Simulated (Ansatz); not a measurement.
# BBr2H2N: basis-set convergence

An exercise on one series of results from a longer session: the logs are not shown, and one member is left open.

Computed with Ansatz 0.2.0, Gaussian basis. Level: one geometry, several basis sets.

Levels to be run: PBE0-D4/def2-SVP; ωB97M-V/def2-SVP; PBE0-D4/def2-QZVPP; ωB97M-V/def2-QZVPP; the functionals' def2-TZVPP values are taken from earlier runs.

### The relaxed structure

An earlier PBE0-D4 in a triple-zeta def2 set relaxation fixed the geometry.

6 atoms, charge 0, spin multiplicity 1.

Atoms are counted from 1 here; the program's logs count them from 0.

Bond lengths: N1–B2 1.381 Å, N1–H5 1.006 Å, N1–H6 1.006 Å, B2–Br3 1.922 Å, B2–Br4 1.922 Å. Angles: B2–N1–H5 122.4°, B2–N1–H6 122.4°, H5–N1–H6 115.3°, N1–B2–Br3 120.1°, N1–B2–Br4 120.1°, Br3–B2–Br4 119.8°.

The first run:

Input file in.yaml:

```yaml
crystal:
  periodic: [false, false, false]
  atoms:
    - {symbol: N, position_ang: [0.624592, 0.160820, 0.522791]}
    - {symbol: B, position_ang: [-0.400227, -0.123706, -0.357509]}
    - {symbol: Br, position_ang: [-2.022473, 0.906476, -0.312931]}
    - {symbol: Br, position_ang: [-0.208211, -1.550967, -1.630707]}
    - {symbol: H, position_ang: [1.487452, -0.355802, 0.529586]}
    - {symbol: H, position_ang: [0.560967, 0.899278, 1.202572]}
basis:
  gaussian: {orbitals: def2-SVP}
hamiltonian: {xc: pbe0, dispersion: d4}
output: {orbitals: {seedname: orbitals}}
```

Started as:

```console
$ ansatz run in.yaml --threads 4 --pin off --events-out ev --progress --plain --max-ram 10444MiB
```

Steps of the session up to this table: PBE0-D4 in def2-SVP; ωB97M-V in def2-SVP; PBE0-D4 in def2-QZVPP; ωB97M-V in def2-QZVPP.

One of the session's tables, all rows but one given; the rest of the session is left out.

It belongs to the step «Functionals by basis». 

```
functional       basis  HOMO (eV)  LUMO (eV)
   PBE0-D4    def2-SVP      -7.92       0.12
   PBE0-D4  def2-TZVPP          ?          ?
   PBE0-D4  def2-QZVPP      -8.12      -0.26
   ωB97M-V    def2-SVP     -10.10       2.25
   ωB97M-V  def2-TZVPP     -10.31       1.89
   ωB97M-V  def2-QZVPP     -10.33       1.60
```

Q: Estimate the row for PBE0-D4, def2-TZVPP from the others.

The run gave: HOMO (eV): -8.10; LUMO (eV): -0.19. In the column «HOMO (eV)» it lies between PBE0-D4, def2-QZVPP (-8.12) and PBE0-D4, def2-SVP (-7.92).
